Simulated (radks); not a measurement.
# The Coulomb parameter U of the 5d shell of Hg²⁺

The task here is to estimate one member of a computed series from the others.

The numbers are computed with radks (a radial shooting solver on a logarithmic mesh, Libxc functionals) version 1 (Dirac Kohn-Sham, BLYP, spin-unpolarised, spherical densities, point nucleus; open shells are shared between the two j in proportion to 2j + 1), except any that are marked as measured or tabulated.

## Starting point

```
element       : mercury (Z = 80)
charge        : +2
electrons     : 78
configuration : [Xe] 4f14 5d8.5 6p1.5
```

Set-up of the first run:

Input:

```text
Z 80
configuration [Xe] 4f14 5d8.5 6p1.5
relativity Dirac
functional b88,lyp
spin unpolarised
j_filling average
nucleus point
c 137.035999084
```

Steps of the session up to this table: Start: [Xe] 4f14 5d8.5 6p1.5.

One of the session's tables, all rows but one given; the rest of the session is left out.

It belongs to the step «Start: [Xe] 4f14 5d8.5 6p1.5». Sizes of the orbitals, from the radial functions (bohr):

```
level     <r>  outermost maximum (interpolated)  90 % within  nodes
4f5/2  0.4790                             0.364        0.766      0
4f7/2  0.4857                             0.369        0.777      0
5p1/2  0.9660                             0.872         1.40      3
5p3/2   1.059                             0.950         1.53      3
5d3/2       ?                                 ?            ?      ?
5d5/2   1.406                              1.16         2.13      2
6p1/2   2.686                              2.34         3.91      4
6p3/2   2.939                              2.58         4.26      4
```

Q: Estimate the row for 5d3/2 from the others.

As computed: <r>: 1.360; outermost maximum (interpolated): 1.12; 90 % within: 2.06; nodes: 2. In the column «<r>» it lies between 5p3/2 (1.059) and 5d5/2 (1.406).
